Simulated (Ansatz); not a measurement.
# AlH5SSn: a ladder of functionals and wavefunction methods

Aim: compute AlH5SSn with functionals from several rungs and with coupled cluster. The yardstick is the atomisation energy at the CCSD(T) limit.

Computed with Ansatz 0.2.0, Gaussian basis. Level: functionals in def2-TZVPP, the program's frozen cores in correlated methods.

Plan: LDA (SPW92), PBE-D4, revPBE-D4, BLYP-D4, r2SCAN-D4, B97M-V, PBE0-D4, B3LYP-D4, r2SCANh-D4, r2SCAN0-D4, HSE06-D4, BHLYP-D4, CAM-B3LYP-D4, LC-ωPBE, ωB97X-V, ωB97M-V, B2PLYP, PBE-QIDH; CCSD(T)/def2-SVP; CCSD(T)/def2-TZVPP; MP2/def2-QZVPP; extrapolation to the limit; RPA on PBE.

### Step 1. Structure used throughout

All runs share one geometry, relaxed beforehand with PBE0-D4 in a triple-zeta def2 set. Sn takes the def2 core potential; no spin-orbit term is included.

SMILES `[AlH2][S][SnH3]`, 8 atoms, charge 0, spin multiplicity 1.

Atoms are counted from 1 here; the program's logs count them from 0.

Bond lengths: Al1–S2 2.170 Å, Al1–H4 1.586 Å, Al1–H5 1.579 Å, S2–Sn3 2.412 Å, Sn3–H6 1.704 Å, Sn3–H7 1.703 Å, Sn3–H8 1.704 Å. Angles: S2–Al1–H4 118.5°, S2–Al1–H5 118.1°, H4–Al1–H5 123.5°, Al1–S2–Sn3 98.8°, S2–Sn3–H6 109.1°, S2–Sn3–H7 105.1°, S2–Sn3–H8 109.1°, H6–Sn3–H7 111.2°, H6–Sn3–H8 110.8°, H7–Sn3–H8 111.2°.

Geometry (Å):

```
atom     x (Å)     y (Å)     z (Å)
 Al1  -0.96674   1.14860  -1.25598
  S2  -1.23618   0.53741   0.80900
 Sn3   0.70091  -0.88247   1.03114
  H4   0.28708   0.59186  -2.05112
  H5  -2.03397   2.12712  -1.88675
  H6   0.59326  -2.15502  -0.09751
  H7   0.64162  -1.46931   2.62894
  H8   2.10632   0.04471   0.76629
```

### Step 2. LDA

This LDA is Slater exchange with PW92 correlation.

in.yaml

```yaml
crystal:
  periodic: [false, false, false]
  atoms:
    - {symbol: Al, position_ang: [-0.966736, 1.148595, -1.255983]}
    - {symbol: S, position_ang: [-1.236179, 0.537409, 0.809002]}
    - {symbol: Sn, position_ang: [0.700907, -0.882466, 1.031138]}
    - {symbol: H, position_ang: [0.287083, 0.591864, -2.051121]}
    - {symbol: H, position_ang: [-2.033969, 2.127120, -1.886750]}
    - {symbol: H, position_ang: [0.593256, -2.155023, -0.097513]}
    - {symbol: H, position_ang: [0.641617, -1.469310, 2.628939]}
    - {symbol: H, position_ang: [2.106319, 0.044711, 0.766287]}
basis:
  gaussian: {orbitals: def2-TZVPP}
hamiltonian: {xc: lda}
output: {orbitals: {seedname: orbitals}}
```

Started as:

```
$ ansatz run in.yaml --threads 2 --pin off --events-out ev --progress --plain --max-ram 4352MiB
```

The runs that follow: PBE-D4 (GGA); revPBE-D4 (GGA); BLYP-D4 (GGA); r2SCAN-D4 (meta-GGA); B97M-V (meta-GGA); PBE0-D4 (hybrid); B3LYP-D4 (hybrid); r2SCANh-D4 (hybrid); r2SCAN0-D4 (hybrid); HSE06-D4 (hybrid); BHLYP-D4 (hybrid); CAM-B3LYP-D4 (range-separated); LC-ωPBE (range-separated); ωB97X-V (range-separated); ωB97M-V (range-separated); B2PLYP (double hybrid); PBE-QIDH (double hybrid); CCSD(T) in def2-SVP; CCSD(T) in def2-TZVPP; MP2 in def2-QZVPP; RPA on PBE orbitals.

Before running them: what should the planned runs give, taken together? Wanted: atomisation energy, CCSD(T)/CBS; farthest beyond LDA; mean size of error, GGA; mean size of error, meta-GGA; mean size of error, hybrid; mean size of error, range-separated; mean size of error, double hybrid; gap, smallest and largest; T1 diagnostic.

As calculated:

| quantity | value |
| --- | --- |
| atomisation energy, CCSD(T)/CBS | 481.2 kcal/mol |
| functionals within 4.8 kcal/mol (1.0 %) | r2SCAN-D4, ωB97X-V, ωB97M-V |
| farthest beyond LDA | revPBE-D4 (-22.0 kcal/mol) |
| mean size of error, GGA | 17.4 kcal/mol |
| mean size of error, meta-GGA | 8.7 kcal/mol |
| mean size of error, hybrid | 11.1 kcal/mol |
| mean size of error, range-separated | 6.7 kcal/mol |
| mean size of error, double hybrid | 14.9 kcal/mol |
| gap, smallest and largest | 4.18 eV (LDA (SPW92)), 10.79 eV (LC-ωPBE) |
| T1 diagnostic | 0.0129 |
| triples share of the correlation energy | 3.3 % |

What this shows: LDA overbinds by 47.7 kcal/mol (10 %). PBE-D4 is off by -13.8 kcal/mol. Double hybrids carry the basis error of their MP2 part in triple zeta, and no dispersion term here, so their miss is partly the set-up's. Taken by rung, range-separated functionals do best (6.7 kcal/mol on average) and GGA ones worst beyond LDA (17.4 kcal/mol). The gap between the best rungs is small, so their order is not settled. Misses under about 4.8 kcal/mol are within the doubt on the reference itself, which lacks core-valence correlation, spin-orbit coupling and higher excitations, and its outer-core shells are covered unevenly. All levels share the lack of spin-orbit coupling, which lowers the free heavy atoms and so the true binding. Hartree-Fock recovers 72 % of the binding; the rest is correlation. CCSD(T) in def2-SVP is off by -40.4 kcal/mol, which most functionals beat. The gap grows from 4.2 to 10.8 eV across the functionals, mostly with the share of exact exchange. Correlated methods include outer-core shells of Sn, which these sets cover unevenly.
